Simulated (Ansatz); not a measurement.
**BiPdCl (element-swapped structure): how the settings move a single-point run**

How sensitive is a single-point run of BiPdCl (element-swapped structure) to its settings? A reference run comes first, then four runs with altered input.

Program: Ansatz 0.2.0. Level of theory: reference: DFT PBE, plane waves, PAW, scalar-relativistic, no spin polarisation. These are calculated values, not measurements.

## Step 1: The system as given

It takes space group P4/nmm (No. 129, tetragonal). Conventional cell: a = 3.995 Å, b = 3.995 Å, c = 7.570 Å, α = 90.00°, β = 90.00°, γ = 90.00°. Bi (site symmetry 4mm) is surrounded by 4 Pd at 2.38 Å and 4 Cl at 3.13 Å. Pd (site symmetry -4m2) is surrounded by 4 Bi at 2.38 Å and 4 Pd at 2.83 Å and 4 Cl at 3.32 Å. Around Cl (site symmetry 4mm) lie 4 Bi at 3.13 Å and 4 Pd at 3.32 Å.

Coordinates:

```
Bi Pd Cl
1.0
     3.99547    0.00000    0.00000
     0.00000    3.99547    0.00000
     0.00000    0.00000    7.56982
Bi Pd Cl
2 2 2
Direct
  0.00000 0.50000 0.17100
  0.50000 0.00000 0.82900
  0.00000 0.00000 0.00000
  0.50000 0.50000 0.00000
  0.00000 0.50000 0.65000
  0.50000 0.00000 0.35000
```

## Step 2: The reference run

input.yaml reads:

```yaml
crystal:
  lattice:
    - [3.99546915, 0.0, 0.0]
    - [0.0, 3.99546915, 0.0]
    - [0.0, 0.0, 7.5698215]
  atoms:
    - { symbol: Bi, position: [0.0, 0.5, 0.171] }
    - { symbol: Bi, position: [0.5, 0.0, 0.829] }
    - { symbol: Pd, position: [0.0, 0.0, 0.0] }
    - { symbol: Pd, position: [0.5, 0.5, 0.0] }
    - { symbol: Cl, position: [0.0, 0.5, 0.65] }
    - { symbol: Cl, position: [0.5, 0.0, 0.35] }
  symmetry: { tolerance: 0.0003 }
kpoints:
  mp_grid: { grid: [5, 5, 3], shift: [0, 0, 0] }
magnetization:
  spin_polarized: false
scf:
  occupations: { method: methfessel_paxton, width: 0.0216 }
hamiltonian:
  pseudopotentials: { kind: paw }
  xc: pbe
basis:
  ecutwfc: 420
output:
  forces: true
  stress: true
  eigenvalues: true
  write_density: true
  write_potential: true
  elf: true
  volumetric_format: npy
```

Started as:

```
$ ansatz run input.yaml --threads 1 --pin off --max-ram 2560MiB --backend cpu --events-out ev --progress --plain --runs-dir out
```

What it wrote, shortened:

```text
Warning: RAYON_NUM_THREADS=1 ignored (pool sized by the plan → 1); use --threads N
[...]
Pseudopotentials: kind: paw
Pseudopotential: Bi, paw, valence charge 15, recommended cutoff 420 eV (normal), Bi.paw.azcp
Pseudopotential: Pd, paw, valence charge 18, recommended cutoff 420 eV (normal), Pd.paw.azcp
Pseudopotential: Cl, paw, valence charge 7, recommended cutoff 420 eV (normal), Cl.paw.azcp
Functional definition: PBE
[...]
Crystal: 6 atoms, lattice volume = 120.843 Å³
Basis set: ecut = 420 eV, 2385 PW (Γ), exchange–correlation on 54×54×108 points (8 copies of the dense FFT grid, shifted against one another)
Bands: 48, of which v1, the nominal top of the filled ones, is band 40 counted from 1 (39 counted from 0)
Symmetry: 16 space group operations
Space group: P4/nmm (ITA 129), of the structure as read, at distance tolerance 1.5e-3 Å
k-points: 12 of 75
[...]
SCF iter   1: F=—  HF=-40893.463842 eV  |F-HF|=—  |Δ(HF+E_count)|=         —  Δρ=4.76e-3  dr2=2.92e-2  ethr=1.77e-3  ⟨swp⟩=8.2  Hψ=2489  notcnv=0  defer=1
[...]
SCF iter   9: F=-40893.459574 eV  HF=-40893.459574 eV  |F-HF|=1.70e-9  |Δ(HF+E_count)|=   2.88e-8  S|Δr|=    0.00e0  Δρ=2.24e-6  dr2=5.05e-9  ethr=1.25e-10  ⟨swp⟩=14.8  Hψ=4439  notcnv=0
[...]
SCF converged after 9 iterations
Stability not checked: this state was not tested for a lower state beside it, because cold or Methfessel-Paxton smearing, or corrected tetrahedra, fill the levels in a way that the test cannot read (fill_not_monotonic; see scf.lower_state_search)
Free energy (F): -40893.459574 eV
[...]
E sigma→0 (E₀):  -40893.459578 eV
Entropy (-TS):   0.000014 eV (0.002 meV/atom)
Fermi energy:    12.682529 eV
[...]
--- Forces (eV/Å), atoms counted from 1 ---
  atom   1  Bi     0.00000000     0.00000000    11.17447345
  atom   2  Bi     0.00000000     0.00000000   -11.17447345
  atom   3  Pd     0.00000000     0.00000000    -0.00000000
  atom   4  Pd     0.00000000     0.00000000     0.00000000
  atom   5  Cl     0.00000000     0.00000000    -0.50348738
  atom   6  Cl     0.00000000     0.00000000     0.50348738
[...]
--- Stress (GPa, compression-positive) ---
       49.878671       0.000000       0.000000
        0.000000      49.878671       0.000000
        0.000000       0.000000      42.701944
  P = ⅓ Tr σ = 47.4864 GPa (474.864 kbar)
--- Band table (eV; the first three rows and the last of 12) ---
[...]
```

Wall time 8.1 s (1 thread of Arm Neoverse V1, shared host); peak memory 0.39 GiB.

## Step 3: Variant: xc revpbe, dispersion d3bj

Changes to input.yaml since step 2:

```diff
@@ -21,3 +21,4 @@
   pseudopotentials: { kind: paw }
-  xc: pbe
+  xc: revpbe
+  dispersion: d3bj
 basis:
@@ -28,5 +29 @@
   eigenvalues: true
-  write_density: true
-  write_potential: true
-  elf: true
-  volumetric_format: npy
```

Started as:

```
$ ansatz run input.yaml --threads 1 --pin off --max-ram 2560MiB --backend cpu --events-out ev --progress --plain --runs-dir out
```

What it wrote, shortened:

```text
Warning: RAYON_NUM_THREADS=1 ignored (pool sized by the plan → 1); use --threads N
[...]
[... 4 set-up lines as earlier in the session ...]
Functional definition: revPBE
[...]
Crystal: 6 atoms, lattice volume = 120.843 Å³
Basis set: ecut = 420 eV, 2385 PW (Γ), exchange–correlation on 54×54×108 points (8 copies of the dense FFT grid, shifted against one another)
Bands: 48, of which v1, the nominal top of the filled ones, is band 40 counted from 1 (39 counted from 0)
[... 2 set-up lines as earlier in the session ...]
k-points: 12 of 75
[...]
SCF converged after 9 iterations
Stability not checked: this state was not tested for a lower state beside it, because cold or Methfessel-Paxton smearing, or corrected tetrahedra, fill the levels in a way that the test cannot read (fill_not_monotonic; see scf.lower_state_search)
Free energy (F): -40937.059299 eV
[...]
E sigma→0 (E₀):  -40937.059300 eV
Entropy (-TS):   0.000004 eV (0.001 meV/atom)
Fermi energy:    12.767829 eV
[...]
--- Forces (eV/Å), atoms counted from 1 ---
  atom   1  Bi     0.00000000     0.00000000    11.31229068
  atom   2  Bi     0.00000000     0.00000000   -11.31229068
  atom   3  Pd     0.00000000     0.00000000     0.00000000
  atom   4  Pd     0.00000000     0.00000000     0.00000000
  atom   5  Cl     0.00000000     0.00000000    -0.50717370
  atom   6  Cl     0.00000000     0.00000000     0.50717370
[...]
--- Stress (GPa, compression-positive) ---
       44.835017       0.000000       0.000000
        0.000000      44.835017       0.000000
        0.000000       0.000000      38.325783
  P = ⅓ Tr σ = 42.6653 GPa (426.653 kbar)
--- Band table (eV; the first three rows and the last of 12) ---
[...]
```

Wall time 6.2 s (1 thread of Arm Neoverse V1, shared host); peak memory 0.39 GiB.

After a change of functional the difference of the totals has no physical meaning; the pressure goes from 47.5 to 42.7 GPa and the largest force goes from 11.17 to 11.31 eV/Å. The dispersion term changed too.

## Step 4: Changing settings: dr2_threshold 1.0e-08

Changes to input.yaml since step 2:

```diff
@@ -19,2 +19,3 @@
   occupations: { method: methfessel_paxton, width: 0.0216 }
+  convergence: { dr2_threshold: 1.0e-08 }
 hamiltonian:
@@ -28,5 +29 @@
   eigenvalues: true
-  write_density: true
-  write_potential: true
-  elf: true
-  volumetric_format: npy
```

Started as:

```
$ ansatz run input.yaml --threads 1 --pin off --max-ram 2560MiB --backend cpu --events-out ev --progress --plain --runs-dir out
```

What it wrote, shortened:

```text
Warning: output.stress: scf.convergence.dr2_threshold = 1e-8 eV is looser than the 6e-10 eV advised for a printed stress (1e-10 eV for each atom of the cell: 6). What an SCF threshold leaves in a stress goes as its square root, and in the free energy as the threshold itself, and one [...]
Warning: RAYON_NUM_THREADS=1 ignored (pool sized by the plan → 1); use --threads N
[...]
[... 5 set-up lines as earlier in the session ...]
[...]
Crystal: 6 atoms, lattice volume = 120.843 Å³
Basis set: ecut = 420 eV, 2385 PW (Γ), exchange–correlation on 54×54×108 points (8 copies of the dense FFT grid, shifted against one another)
Bands: 48, of which v1, the nominal top of the filled ones, is band 40 counted from 1 (39 counted from 0)
[... 1 set-up line as earlier in the session ...]
[...]
SCF converged after 9 iterations
Stability not checked: this state was not tested for a lower state beside it, because cold or Methfessel-Paxton smearing, or corrected tetrahedra, fill the levels in a way that the test cannot read (fill_not_monotonic; see scf.lower_state_search)
Free energy (F): -40893.459574 eV
[...]
E sigma→0 (E₀):  -40893.459578 eV
Entropy (-TS):   0.000014 eV (0.002 meV/atom)
Fermi energy:    12.682529 eV
[...]
--- Forces (eV/Å), atoms counted from 1 ---
  atom   1  Bi     0.00000000     0.00000000    11.17447412
  atom   2  Bi     0.00000000     0.00000000   -11.17447412
  atom   3  Pd     0.00000000     0.00000000     0.00000000
  atom   4  Pd     0.00000000     0.00000000     0.00000000
  atom   5  Cl     0.00000000     0.00000000    -0.50348625
  atom   6  Cl     0.00000000     0.00000000     0.50348625
[...]
--- Stress (GPa, compression-positive) ---
       49.878666       0.000000       0.000000
        0.000000      49.878666       0.000000
        0.000000       0.000000      42.701941
  P = ⅓ Tr σ = 47.4864 GPa (474.864 kbar)
--- Band table (eV; the first three rows and the last of 12) ---
[...]
```

It took 6.3 s on 1 thread of Arm Neoverse V1, shared host; peak memory 0.39 GiB.

Energy and cycle count are those of the reference, so the change (convergence setting) left the result and the number of cycles as they were.

## Step 5: Changing settings: xc rpbe, xc_grid 1

Changes to input.yaml since step 2:

```diff
@@ -21,5 +21,6 @@
   pseudopotentials: { kind: paw }
-  xc: pbe
+  xc: rpbe
 basis:
   ecutwfc: 420
+  xc_grid: 1
 output:
@@ -28,5 +29 @@
   eigenvalues: true
-  write_density: true
-  write_potential: true
-  elf: true
-  volumetric_format: npy
```

Started as:

```
$ ansatz run input.yaml --threads 1 --pin off --max-ram 2560MiB --backend cpu --events-out ev --progress --plain --runs-dir out
```

What it wrote, shortened:

```text
Warning: RAYON_NUM_THREADS=1 ignored (pool sized by the plan → 1); use --threads N
[...]
[... 4 set-up lines as earlier in the session ...]
Functional definition: RPBE
[...]
Crystal: 6 atoms, lattice volume = 120.843 Å³
Basis set: ecut = 420 eV, 2385 PW (Γ)
Bands: 48, of which v1, the nominal top of the filled ones, is band 40 counted from 1 (39 counted from 0)
[... 2 set-up lines as earlier in the session ...]
k-points: 12 of 75
[...]
SCF iter   1: F=—  HF=-40946.931226 eV  |F-HF|=—  |Δ(HF+E_count)|=         —  Δρ=4.35e-3  dr2=2.05e-2  ethr=1.77e-3  ⟨swp⟩=8.1  Hψ=2465  notcnv=0  defer=2
[...]
SCF converged after 8 iterations
Stability not checked: this state was not tested for a lower state beside it, because cold or Methfessel-Paxton smearing, or corrected tetrahedra, fill the levels in a way that the test cannot read (fill_not_monotonic; see scf.lower_state_search)
Free energy (F): -40946.931101 eV
[...]
E sigma→0 (E₀):  -40946.931100 eV
Entropy (-TS):   -0.000004 eV (-0.001 meV/atom)
Fermi energy:    12.799314 eV
[...]
--- Forces (eV/Å), atoms counted from 1 ---
  atom   1  Bi     0.00000000     0.00000000    11.37060431
  atom   2  Bi     0.00000000     0.00000000   -11.37060431
  atom   3  Pd     0.00000000     0.00000000     0.00000000
  atom   4  Pd     0.00000000     0.00000000     0.00000000
  atom   5  Cl     0.00000000     0.00000000    -0.54192844
  atom   6  Cl     0.00000000     0.00000000     0.54192844
[...]
--- Stress (GPa, compression-positive) ---
       52.975527       0.000000       0.000000
        0.000000      52.975527       0.000000
        0.000000       0.000000      45.613435
  P = ⅓ Tr σ = 50.5215 GPa (505.215 kbar)
--- Band table (eV; the first three rows and the last of 12) ---
[...]
```

Wall time 6 s (1 thread of Arm Neoverse V1, shared host); peak memory 0.38 GiB.

A change of functional puts the total energy on another scale; the pressure goes from 47.5 to 50.5 GPa and the largest force goes from 11.17 to 11.37 eV/Å. The numerical grids changed too.

## Step 6: Changed: preconditioner resta, n_extra_bands 32, ecutrho_ratio 12

Changes to input.yaml since step 2:

```diff
@@ -19,2 +19,4 @@
   occupations: { method: methfessel_paxton, width: 0.0216 }
+  mixing: { preconditioner: resta }
+  n_extra_bands: 32
 hamiltonian:
@@ -24,2 +26,3 @@
   ecutwfc: 420
+  ecutrho_ratio: 12
 output:
@@ -28,5 +31 @@
   eigenvalues: true
-  write_density: true
-  write_potential: true
-  elf: true
-  volumetric_format: npy
```

Started as:

```
$ ansatz run input.yaml --threads 1 --pin off --max-ram 2560MiB --backend cpu --events-out ev --progress --plain --runs-dir out
```

What it wrote, shortened:

```text
Warning: RAYON_NUM_THREADS=1 ignored (pool sized by the plan → 1); use --threads N
scf.n_extra_bands = 32 over 40 filled bands (N_el = 80.0): the run solves 72 bands
[...]
[... 5 set-up lines as earlier in the session ...]
[...]
Crystal: 6 atoms, lattice volume = 120.843 Å³
Basis set: ecut = 420 eV, 2385 PW (Γ), exchange–correlation on 96×96×180 points (8 copies of the dense FFT grid, shifted against one another)
Bands: 72, of which v1, the nominal top of the filled ones, is band 40 counted from 1 (39 counted from 0)
[... 2 set-up lines as earlier in the session ...]
[...]
SCF converged after 8 iterations
Stability not checked: this state was not tested for a lower state beside it, because cold or Methfessel-Paxton smearing, or corrected tetrahedra, fill the levels in a way that the test cannot read (fill_not_monotonic; see scf.lower_state_search)
Free energy (F): -40893.459540 eV
[...]
E sigma→0 (E₀):  -40893.459543 eV
Entropy (-TS):   0.000013 eV (0.002 meV/atom)
Fermi energy:    12.682512 eV
[...]
--- Forces (eV/Å), atoms counted from 1 ---
  atom   1  Bi     0.00000000     0.00000000    11.17451074
  atom   2  Bi     0.00000000     0.00000000   -11.17451074
  atom   3  Pd     0.00000000     0.00000000     0.00000000
  atom   4  Pd     0.00000000     0.00000000     0.00000000
  atom   5  Cl     0.00000000     0.00000000    -0.50348489
  atom   6  Cl     0.00000000     0.00000000     0.50348489
[...]
--- Stress (GPa, compression-positive) ---
       49.878617       0.000000       0.000000
        0.000000      49.878617       0.000000
        0.000000       0.000000      42.702085
  P = ⅓ Tr σ = 47.4864 GPa (474.864 kbar)
--- Band table (eV; the first three rows and the last of 12) ---
[...]
```

Run time: 8.5 s. Hardware: 1 thread of Arm Neoverse V1, shared host; peak memory 0.59 GiB.

Changing the mixing, band count and numerical grids hardly moves the energy: 0.0 meV/atom.

## Step 7: Side by side

| run | ending | energy change | pressure (GPa) | gap (eV) | force (eV/Å) | cycles | time |
| --- | --- | --- | --- | --- | --- | --- | --- |
| reference | converged | 0 | 47.5 | 0.00 | 11.17 | 9 | 8.1 s |
| 1: xc revpbe, dispersion d3bj | converged | not comparable | 42.7 | 0.00 | 11.31 | 9 | 6.2 s |
| 2: dr2_threshold 1.0e-08 | converged | 0.0 meV/atom | 47.5 | 0.00 | 11.17 | 9 | 6.3 s |
| 3: xc rpbe, xc_grid 1 | converged | not comparable | 50.5 | 0.00 | 11.37 | 8 | 6 s |
| 4: preconditioner resta, n_extra_bands 32, ecutrho_ratio 12 | converged | 0.0 meV/atom | 47.5 | 0.00 | 11.17 | 8 | 8.5 s |

Times don't compare one to one where runs were asked for different outputs or read a saved state (see the inputs); cycles may leave out searches for a lower state.

Residual by cycle in the longest SCF loop of each run; runs are numbered as in the table. The quantity is the density residual dr2, in eV.

| cycle | reference | run 1 | run 2 | run 3 | run 4 |
| --- | --- | --- | --- | --- | --- |
| 1 | 0.0292 | 0.0204 | 0.0292 | 0.0205 | 0.0294 |
| 2 | 0.00888 | 0.00649 | 0.00888 | 0.00566 | 0.0132 |
| 3 | 0.00168 | 0.00314 | 0.00168 | 0.00261 | 0.0122 |
| 4 | 6.4e-4 | 1.0e-4 | 6.4e-4 | 8.3e-5 | 4.4e-4 |
| 5 | 2.7e-4 | 3.1e-5 | 2.7e-4 | 6.8e-6 | 2.9e-5 |
| 6 | 3.1e-5 | 1.5e-5 | 3.1e-5 | 1.4e-6 | 2.4e-6 |
| 7 | 7.6e-7 | 2.9e-6 | 7.6e-7 | 3.8e-7 | 2.9e-7 |
| 8 | 1.0e-7 | 2.0e-7 | 1.0e-7 | 7.3e-8 | 9.0e-9 |
| 9 | 5.0e-9 | 2.9e-8 | 5.1e-9 | - | - |

**Reading.** Of the converged runs whose energies compare with the reference's, none moves it noticeably. The pressure spans 42.7 to 50.5 GPa over the reference and the converged variants. The structure is not at rest: the sound run finds 47 GPa, so these are no properties of the relaxed crystal. 

Caveats on the reference run: its mesh is coarse for a cell with so small a gap or none; the structure is made up and not relaxed.
